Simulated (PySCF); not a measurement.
# CH6BGaTe (SMILES C[B]([GaH2])[TeH]) at 6 levels

We compute a comparison of 6 runs (HF/STO-3G, HF/3-21G, HF/def2-SVP, PBE0/def2-SVP, B3LYP/def2-TZVP, TPSS/def2-TZVP) of CH6BGaTe. The job is set up through a Python script.

The results are computed with PySCF 2.14.0.

**1. Starting point**

CH6BGaTe has 10 atoms, charge 0, and is taken as a singlet. As SMILES, `C[B]([GaH2])[TeH]`. The shape comes from GFN2-xTB, which is rough for such elements, and wasn't checked as a minimum. This is one conformer, not always the lowest.

Bond lengths: C1–B2 1.569 Å, B2–Ga3 2.080 Å, B2–Te4 2.083 Å, C1–H5 1.093 Å, C1–H6 1.094 Å, C1–H7 1.092 Å, Ga3–H8 1.608 Å, Ga3–H9 1.600 Å, Te4–H10 1.660 Å. Some angles: C1–B2–Ga3 127.5°, C1–B2–Te4 126.6°, Ga3–B2–Te4 105.9°, B2–C1–H5 112.0°, B2–C1–H6 109.1°, B2–C1–H7 114.9°, B2–Ga3–H8 119.6°, B2–Ga3–H9 131.5°, B2–Te4–H10 98.6°, H5–C1–H6 105.3°.

**2. Energy and gradient at HF/STO-3G (run 1)**

Contents of input.py:

```python
import pyscf.grad
from pyscf import gto, scf

molecule = gto.Mole()
molecule.atom = '''
C      0.129219     2.776216    -0.099607
B     -0.051079    -0.172116    -0.362790
Ga     0.218868    -2.849783     2.501223
Te    -0.653524    -2.202041    -3.681224
H      1.598822     3.346894     1.235692
H     -1.639281     3.494368     0.696648
H      0.445749     3.789884    -1.868580
H     -0.474907    -5.748849     1.912705
H      1.184518    -2.637623     5.357808
H     -0.758366     0.203070    -5.691874
'''
molecule.charge = 0
molecule.verbose = 4
molecule.max_memory = 1860
molecule.basis = 'sto-3g'
molecule.unit = 'bohr'
molecule.build()

mf = scf.RHF(molecule)
mf.conv_tol = 1e-10
mf.kernel()
if not mf.converged:
    mf = mf.newton().run(mf.mo_coeff, mf.mo_occ)

etot = mf.e_tot
print('E(%s) = %.9f' % ('HF', etot))
grad = mf.Gradients().kernel()
mf.analyze()
```

The run is started by

```
$ OMP_NUM_THREADS=1 python input.py
```

Log:

```text
PySCF version 2.14.0

[... 83 lines left out ...]
SCF not converged.
[... 62 lines left out ...]
Total Energy =                       -8513.255253633553366
[... 7 lines left out ...]
MO #1   energy= -1118.66035245613  occ= 2
[... 5 lines left out ...]
MO #7   energy= -46.758515371735   occ= 2
[... 5 lines left out ...]
MO #13  energy= -30.5090636934585  occ= 2
[... 5 lines left out ...]
MO #19  energy= -21.5869742984228  occ= 2
[... 5 lines left out ...]
MO #25  energy= -4.6252969428848   occ= 2
[... 5 lines left out ...]
MO #31  energy= -1.60900844792738  occ= 2
[... 5 lines left out ...]
MO #37  energy= -0.579048458931658 occ= 2
[... 5 lines left out ...]
MO #43  energy= -0.377333596045459 occ= 2
[... 5 lines left out ...]
MO #49  energy= -0.272800280946949 occ= 2
[... 5 lines left out ...]
MO #55  energy= 0.459157755278285  occ= 0
[... 5 lines left out ...]
MO #61  energy= 0.788157036749161  occ= 0
[... 35 lines left out ...]
pop of  3 Te 2px          2.00000
pop of  3 Te 2py          2.00000
pop of  3 Te 2pz          2.00000
pop of  3 Te 3px          1.99999
pop of  3 Te 3py          1.99997
pop of  3 Te 3pz          1.99997
pop of  3 Te 4px          1.99996
pop of  3 Te 4py          1.99989
pop of  3 Te 4pz          1.99981
pop of  3 Te 5px          1.80561
pop of  3 Te 5py          1.34811
pop of  3 Te 5pz          1.00794
pop of  3 Te 3dxy         2.00000
pop of  3 Te 3dyz         1.99999
pop of  3 Te 3dz^2        2.00000
pop of  3 Te 3dxz         2.00000
pop of  3 Te 3dx2-y2      2.00000
pop of  3 Te 4dxy         1.99980
pop of  3 Te 4dyz         1.99535
pop of  3 Te 4dz^2        1.99838
pop of  3 Te 4dxz         1.99946
pop of  3 Te 4dx2-y2      1.99879
pop of  4 H 1s            0.95842
pop of  5 H 1s            0.95482
pop of  6 H 1s            0.97108
pop of  7 H 1s            1.08654
pop of  8 H 1s            1.08439
pop of  9 H 1s            1.07249
 ** Mulliken atomic charges  **
charge of    0C =     -0.17149
charge of    1B =      0.01757
charge of    2Ga =      0.14876
charge of    3Te =      0.13289
charge of    4H =      0.04158
charge of    5H =      0.04518
charge of    6H =      0.02892
charge of    7H =     -0.08654
charge of    8H =     -0.08439
charge of    9H =     -0.07249
Dipole moment(X, Y, Z, Debye): -0.05983,  1.93727, -0.30718
```

It took 13 s on 1 thread of Intel Xeon at 2.70GHz, shared host; peak memory 0.13 GiB.

**3. Energy and gradient at HF/3-21G (run 2)**

Contents of calc.py:

```python
from pyscf import gto, scf

mol = gto.Mole()
mol.atom = '''
C      0.068380     1.469110    -0.052710
B     -0.027030    -0.091080    -0.191980
Ga     0.115820    -1.508040     1.323590
Te    -0.345830    -1.165270    -1.948020
H      0.846060     1.771100     0.653900
H     -0.867470     1.849140     0.368650
H      0.235880     2.005520    -0.988810
H     -0.251310    -3.042160     1.012160
H      0.626820    -1.395770     2.835230
H     -0.401310     0.107460    -3.012010
'''
mol.verbose = 3
mol.charge = 0
mol.max_memory = 1860
mol.basis = '3-21g'
mol.spin = 0
mol.build()

hf = scf.RHF(mol)
hf.conv_tol = 1e-10
hf.kernel()
if not hf.converged:
    hf = hf.newton().run(hf.mo_coeff, hf.mo_occ)

e_final = hf.e_tot
print('Final energy', e_final)
grad = hf.nuc_grad_method().kernel()
hf.analyze()
```

The run is started by

```
$ OMP_NUM_THREADS=1 python calc.py
```

Log:

```text
converged SCF energy = -8562.18039125749
[... 15 lines left out ...]
MO #6   energy= -160.44796134133   occ= 2
[... 6 lines left out ...]
MO #13  energy= -30.71581471519    occ= 2
[... 6 lines left out ...]
MO #20  energy= -11.15731347228    occ= 2
[... 6 lines left out ...]
MO #27  energy= -4.41077905901446  occ= 2
[... 6 lines left out ...]
MO #34  energy= -2.05640101719033  occ= 2
[... 6 lines left out ...]
MO #41  energy= -0.82407109809971  occ= 2
[... 6 lines left out ...]
MO #48  energy= -0.395290233156235 occ= 2
[... 6 lines left out ...]
MO #55  energy= 0.197091290542029  occ= 0
[... 6 lines left out ...]
MO #62  energy= 0.349899603624869  occ= 0
[... 6 lines left out ...]
MO #69  energy= 0.650141467584545  occ= 0
[... 6 lines left out ...]
MO #76  energy= 1.19470551477996   occ= 0
[... 6 lines left out ...]
MO #83  energy= 2.13771591813058   occ= 0
[... 11 lines left out ...]
Dipole moment(X, Y, Z, Debye): -0.10913,  2.08487, -0.54866
```

Run time: 9.6 s. Hardware: 1 thread of Intel Xeon at 2.70GHz, shared host; peak memory 0.17 GiB.

Runs 3 to 5 aren't shown in full; the table further down has their settings and results.

**4. Energy and gradient at TPSS/def2-TZVP (core potential) (run 6)**

Contents of geometry.xyz:

```xyz
10

C      0.068380     1.469110    -0.052710
B     -0.027030    -0.091080    -0.191980
Ga     0.115820    -1.508040     1.323590
Te    -0.345830    -1.165270    -1.948020
H      0.846060     1.771100     0.653900
H     -0.867470     1.849140     0.368650
H      0.235880     2.005520    -0.988810
H     -0.251310    -3.042160     1.012160
H      0.626820    -1.395770     2.835230
H     -0.401310     0.107460    -3.012010
```

Contents of input.py:

```python
# C[B]([GaH2])[TeH]
from pyscf import gto, dft

mol = gto.Mole()
mol.atom = 'geometry.xyz'
mol.basis = 'def2-tzvp'
mol.verbose = 4
mol.ecp = {'Te': 'def2-svp'}
mol.charge = 0
mol.max_memory = 1860
mol.spin = 0
mol.build()

mf = dft.RKS(mol)
mf.xc = 'tpss'
mf.conv_tol = 1e-10
mf.grids.level = 5
mf.kernel()
if not mf.converged:
    mf = mf.newton().run(mf.mo_coeff, mf.mo_occ)

e_final = mf.e_tot
print('E = %.10f Eh' % e_final)
grad = mf.nuc_grad_method().kernel()
mf.analyze()
```

The run is started by

```
$ OMP_NUM_THREADS=1 python input.py
```

Log:

```text
PySCF version 2.14.0

[... 107 lines left out ...]
Two-electron Energy =                 1310.284462757670553
[... 19 lines left out ...]
MO #16  energy= -1.51504249934246  occ= 2
[... 17 lines left out ...]
MO #34  energy= -0.250850545152373 occ= 2
[... 17 lines left out ...]
MO #52  energy= 0.161799975232628  occ= 0
[... 17 lines left out ...]
MO #70  energy= 0.400743295289686  occ= 0
[... 17 lines left out ...]
MO #88  energy= 0.785793230233953  occ= 0
[... 17 lines left out ...]
MO #106 energy= 1.08764297494888   occ= 0
[... 17 lines left out ...]
MO #124 energy= 1.6143209682159    occ= 0
[... 17 lines left out ...]
MO #142 energy= 2.13238919884138   occ= 0
[... 17 lines left out ...]
MO #160 energy= 2.75470833081887   occ= 0
[... 17 lines left out ...]
MO #178 energy= 3.59903843131116   occ= 0
[... 17 lines left out ...]
MO #196 energy= 104.583990597953   occ= 0
[... 170 lines left out ...]
pop of  5 H 3s            0.00266
pop of  5 H 2px           0.00037
pop of  5 H 2py           0.00018
pop of  5 H 2pz           0.00011
pop of  6 H 1s            0.87577
pop of  6 H 2s            0.00479
pop of  6 H 3s            0.00260
pop of  6 H 2px           0.00004
pop of  6 H 2py           0.00026
pop of  6 H 2pz           0.00044
pop of  7 H 1s            1.09483
pop of  7 H 2s            0.00229
pop of  7 H 3s            0.00101
pop of  7 H 2px           0.00015
pop of  7 H 2py           0.00140
pop of  7 H 2pz           0.00016
pop of  8 H 1s            1.08136
pop of  8 H 2s            0.00259
pop of  8 H 3s            0.00065
pop of  8 H 2px           0.00026
pop of  8 H 2py           0.00008
pop of  8 H 2pz           0.00153
pop of  9 H 1s            1.52643
pop of  9 H 2s            0.01964
pop of  9 H 3s            0.01874
pop of  9 H 2px           0.00870
pop of  9 H 2py           0.03069
pop of  9 H 2pz           0.02904
 ** Mulliken atomic charges  **
charge of    0C =     -0.43408
charge of    1B =     -1.46826
charge of    2Ga =      0.11676
charge of    3Te =      2.22847
charge of    4H =      0.12382
charge of    5H =      0.13672
charge of    6H =      0.11611
charge of    7H =     -0.09983
charge of    8H =     -0.08646
charge of    9H =     -0.63324
Dipole moment(X, Y, Z, Debye): -0.22192,  1.65015, -1.21397
```

It took 4.3 min on 1 thread of Intel Xeon at 2.70GHz, shared host; peak memory 3 GiB.

**5. Overview of the runs**

```csv
run,level,core potential,integration grid,energy (Eh),dipole moment (D),HOMO energy (eV),LUMO energy (eV),wall time
1,HF/STO-3G,–,–,-8513.255254,1.96,-6.70,3.99,13 s
2,HF/3-21G,–,–,-8562.180391,2.16,-9.21,0.39,9.6 s
3,HF/def2-SVP (core potential),def2-svp,–,-2255.967405,2.03,-9.20,0.44,43 s
4,PBE0/def2-SVP (core potential),def2-svp,5,-2258.789861,2.13,-7.17,-2.48,84 s
5,B3LYP/def2-TZVP (core potential),def2-svp,5,-2259.596957,2.03,-6.99,-2.71,3.4 min
6,TPSS/def2-TZVP (core potential),def2-svp,5,-2259.358750,2.06,-6.19,-3.17,4.3 min
```

**6. Summary of results**

```
                       quantity           value
            run 6: total energy  -2259.35875 Eh
           run 6: dipole moment          2.06 D
             run 6: HOMO energy        -6.19 eV
             run 6: LUMO energy        -3.17 eV
           run 6: HOMO–LUMO gap         3.02 eV
run 6: largest force on an atom      0.928 eV/Å
```

**Reading.** The dipole moment (its size) runs from 1.96 D (HF/STO-3G) to 2.16 D (HF/3-21G). The HOMO–LUMO gap runs from 3.02 eV (TPSS/def2-TZVP) to 10.70 eV (HF/STO-3G). The two ends differ in method and basis and core potential. Totals of different functionals can't be ranked against each other. Some runs of one species differ in core potentials or relativity; totals across that change don't compare. In run 1 the basis is minimal, so the values are rough. In runs 1, 2 relativity is left out where basis or elements ask for it. All runs together took 10 min, the longest 4.3 min.
